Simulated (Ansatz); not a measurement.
A nudged elastic band was laid between two geometries of a periodic cell of 17 atoms, TiSi16 (host Si, host structure diamond, interstitial Ti).

Level of theory: DFT PBE-D3(BJ), scalar-relativistic, plane waves, PAW in Ansatz 0.2.0. Settings: PAW set soft_1, cutoff 420 eV, k mesh 2x2x2, gaussian smearing 0.05 eV, no spin polarisation.

* movable images: 7
* climbing image: yes
* spring: 5.0 eV/Å²
* optimiser: fire
* start path: IDPP
* force threshold: 0.05 eV/Å
* iteration limit: 53
* end points: relaxed

Initial state:

```xyz
17
Lattice="0.0000 5.4300 5.4300 5.4300 0.0000 5.4300 5.4300 5.4300 0.0000" Properties=species:S:1:pos:R:3
Si -0.026 -0.052 -0.051
Si 1.281 1.323 1.324
Si 2.627 2.725 -0.083
Si 4.027 4.070 1.318
Si 2.627 -0.084 2.726
Si 4.028 1.317 4.072
Si 5.427 2.717 2.718
Si 6.739 4.029 4.030
Si -0.022 2.697 2.698
Si 1.320 4.039 4.040
Si 2.659 5.378 2.694
Si 4.033 6.753 4.001
Si 2.659 2.693 5.380
Si 4.033 4.000 6.754
Si 5.435 5.346 5.347
Si 6.781 6.747 6.748
Ti 4.026 6.746 6.747
```

Final state:

```xyz
17
Lattice="0.0000 5.4300 5.4300 5.4300 0.0000 5.4300 5.4300 5.4300 0.0000" Properties=species:S:1:pos:R:3
Si -0.022 0.055 0.052
Si 1.324 1.394 1.389
Si 2.663 2.740 0.051
Si 4.031 4.116 1.361
Si 2.662 0.055 2.736
Si 4.031 1.362 4.113
Si 5.433 2.714 2.711
Si 6.784 4.117 4.112
Si -0.018 2.736 2.732
Si 1.285 4.110 4.107
Si 2.631 5.517 2.705
Si 4.037 6.862 4.107
Si 2.630 2.707 5.513
Si 4.036 4.110 6.858
Si 5.439 5.517 5.512
Si 6.744 6.832 6.831
Ti 4.032 4.115 4.111
```

**Question.** Which bonds break or form, and what moves?

**Answer.** The atom that moves furthest is Ti17, by 3.72 Å; four of its nearest neighbours are Si7 2.43, Si15 2.43, Si5 2.43, Si3 2.43 Å at the first end and Si7 2.43, Si11 2.43, Si15 2.43, Si13 2.43 Å at the last.

**Question.** What energy profile does the band end with?

**Answer.** The forces met the threshold. The highest image is number 2 of 0 to 8, 1.73 eV above the ends, which have the same energy within 2 meV. The profile has 2 maxima (images 2, 6) with wells between them (image 4): this band takes more than one step, which may be the mechanism or a detour left from its start path. By the program's own check the climbing image is of a kind that is not told: the force calls were inconclusive, a negative curvature could not be distinguished from the path's own, the only one lies far off the path, or fixed occupations may fill a level only in part (lowest curvatures found: -3.62 and 0.06 eV/Å²). Limits of this set-up: coarse k mesh, a small cell, in which the defect meets its images, a typed lattice constant that wasn't relaxed here.

```json
{"image": "0", "path coordinate (Å)": "0.00", "energy (eV)": "0.00", "Si2–Ti17 (Å)": "2.74", "Si3–Ti17 (Å)": "2.43", "Si5–Ti17 (Å)": "2.43"}
{"image": "1", "path coordinate (Å)": "0.73", "energy (eV)": "0.65", "Si2–Ti17 (Å)": "2.59", "Si3–Ti17 (Å)": "2.41", "Si5–Ti17 (Å)": "2.41"}
{"image": "2", "path coordinate (Å)": "1.44", "energy (eV)": "1.73", "Si2–Ti17 (Å)": "2.43", "Si3–Ti17 (Å)": "2.42", "Si5–Ti17 (Å)": "2.42"}
{"image": "3", "path coordinate (Å)": "2.16", "energy (eV)": "0.62", "Si2–Ti17 (Å)": "2.41", "Si3–Ti17 (Å)": "2.59", "Si5–Ti17 (Å)": "2.59"}
{"image": "4", "path coordinate (Å)": "2.86", "energy (eV)": "0.00", "Si2–Ti17 (Å)": "2.41", "Si3–Ti17 (Å)": "2.78", "Si5–Ti17 (Å)": "2.78"}
{"image": "5", "path coordinate (Å)": "3.56", "energy (eV)": "0.80", "Si2–Ti17 (Å)": "2.66", "Si3–Ti17 (Å)": "3.02", "Si5–Ti17 (Å)": "3.02"}
{"image": "6", "path coordinate (Å)": "4.25", "energy (eV)": "1.73", "Si2–Ti17 (Å)": "3.35", "Si3–Ti17 (Å)": "3.53", "Si5–Ti17 (Å)": "3.52"}
{"image": "7", "path coordinate (Å)": "4.95", "energy (eV)": "0.55", "Si2–Ti17 (Å)": "4.07", "Si3–Ti17 (Å)": "4.10", "Si5–Ti17 (Å)": "4.10"}
{"image": "8", "path coordinate (Å)": "5.65", "energy (eV)": "0.00", "Si2–Ti17 (Å)": "4.69", "Si3–Ti17 (Å)": "4.49", "Si5–Ti17 (Å)": "4.49"}
```

**Question.** What is the geometry of the highest image?

**Answer.** 
```xyz
17
Lattice="0.0000 5.4300 5.4300 5.4300 0.0000 5.4300 5.4300 5.4300 0.0000" Properties=species:S:1:pos:R:3:forces:R:3
Si -0.049 0.038 0.035 0.01 0.01 0.01
Si 1.253 1.399 1.401 -0.01 0.02 0.02
Si 2.657 2.805 -0.114 -0.02 0.01 -0.01
Si 3.988 4.080 1.309 0.01 -0.01 -0.02
Si 2.657 -0.116 2.808 -0.02 -0.01 0.01
Si 3.988 1.313 4.078 0.01 -0.02 -0.01
Si 5.255 2.587 2.584 -0.01 -0.03 -0.03
Si 6.679 3.903 3.905 -0.04 -0.01 -0.01
Si 0.175 2.816 2.819 0.00 0.02 0.02
Si 1.458 4.206 4.204 0.04 0.02 0.02
Si 2.728 5.481 2.708 0.03 0.00 -0.01
Si 4.188 6.838 3.908 0.00 0.02 0.01
Si 2.729 2.712 5.480 0.03 -0.01 0.00
Si 4.189 3.906 6.841 0.00 0.01 0.02
Si 5.597 5.317 5.319 0.00 0.00 0.00
Si 6.754 6.747 6.744 0.02 -0.02 -0.02
Ti 3.425 6.065 6.068 -0.04 -0.02 -0.02
```

The band took 34 iterations and roughly 23 core-minutes.

The run took 23 min on 1 thread of Intel(R) Xeon(R) 6975P-C (Granite Rapids), on a shared host, peak memory 1.1 GiB.
